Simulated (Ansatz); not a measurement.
Write a Python script for the Ansatz DFT code, driven from Python that makes Fermi-surface readings of Mg, space group Im-3m. Level of theory: r2SCAN, PAW, cutoff 517 eV, 13×13×13 k-points, Fermi-Dirac smearing of 0.1 eV.

```xyz
1
Lattice="-1.4765 1.4765 1.4765 1.4765 -1.4765 1.4765 1.4765 1.4765 -1.4765" Properties=species:S:1:pos:R:3 pbc="T T T"
Mg    0.0000    0.0000    0.0000
```

Script `mg_fermi.py`:
```python
"""Area of the Fermi surface of Mg."""

import ansatz as az

SETTINGS = {
    "kgrid": (13, 13, 13),
    "filling": "fermi_dirac",
    "width_ev": 0.1,
    "xc": "r2scan",
}


def main() -> None:
    system = (
        az.Lattice.bcc(2.953)
        .space_group(229)
        .atom("Mg", (0.0, 0.0, 0.0))
        .primitive()
    )

    calculation = (
        system.calculation()
        .kpoints(*SETTINGS["kgrid"], center="gamma")
        .basis(19 * az.Ha)
        .occupations(SETTINGS["filling"], width=SETTINGS["width_ev"])
        .functional(SETTINGS["xc"])
        .eigenstates(nscf_kmesh=(14, 14, 14), level_slopes=True)
    )
    surface = calculation.run(threads=1, backend="cpu").fermi_surface().to_plain()
    for way, reading in surface.items():
        if reading:
            rho_lambda = [f"{v:.3e}" for v in reading["resistivity_times_mean_free_path_ohm_m2"]]
            print(f"{way:24s} area {reading['spin_summed_area_per_ang2']:8.3f} 1/A^2  rho*lambda (ohm m^2) {rho_lambda}")


if __name__ == "__main__":
    main()
```

```console
$ python mg_fermi.py
by_tetrahedra            area   33.811 1/A^2  rho*lambda (ohm m^2) ['9.042e-16', '9.042e-16', '9.042e-16']
by_slopes                area   39.070 1/A^2  rho*lambda (ohm m^2) ['7.825e-16', '7.825e-16', '7.825e-16']
on_every_second_point    area   26.620 1/A^2  rho*lambda (ohm m^2) ['1.148e-15', '1.148e-15', '1.148e-15']
```

Caveats:
- The mesh is modest for a metal, so energies can be off by several to tens of meV an atom and pressures by half a GPa or more; differences at equal mesh fare better.
- This isn't the structure that Mg takes at ambient conditions.
- The three readings differ by the mesh error.
- Run time: 3.2 s on 1 thread of Arm Neoverse V1 (shared host), peak memory 0.32 GiB.
